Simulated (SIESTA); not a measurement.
**MoPdRu2: equation of state with PBEsol**

MoPdRu2:

```
CELL_PARAMETERS angstrom
2.77343 0.00000 0.00000
-1.38672 2.40186 0.00000
0.00000 0.00000 8.89466
ATOMIC_POSITIONS crystal
Pd 0.00000 0.00000 0.50000
Ru 0.66667 0.33333 0.75785
Ru 0.66667 0.33333 0.24215
Mo 0.00000 0.00000 0.00000
```

The cell comes from a database or a generator and needn't be the stable form of this composition.

- Program: SIESTA 5.4.2
- Task: equation of state
- Functional: PBEsol
- Potentials or basis: PseudoDojo 0.4 standard (PBEsol files)
- Basis: DZP (energy shift 0.003 Ry; two zetas on semicore shells)
- Grid cutoff: 800 Ry
- Energy shift: 0.003 Ry
- k mesh: 11 × 11 × 3
- Occupations: fermi-dirac, width 0.05 eV
- Spin: no spin polarisation

| Property | Result |
| --- | --- |
| Equilibrium volume | 14.33 Å³/atom |
| Bulk modulus at fixed shape and positions | 280 GPa |
| Pressure derivative of the bulk modulus | 5.0 |

Energy against volume, from the lowest point:
```
volume (Å³/atom)  energy (meV/atom)
          13.924               9.79
          14.220               0.00
          14.517               1.44
          14.813              12.77
          15.109              32.87
          15.405              60.71
          15.702              95.36
```

All runs of the series together: 22 min on 1 thread of Arm Neoverse V2, with other jobs on the host.

Caveat: the cell was scaled at fixed shape and fractional positions, which overstates the stiffness of a crystal with free parameters, most of all of layers and chains; the basis of atomic orbitals isn't converged, which shifts pressures, moduli and gaps.
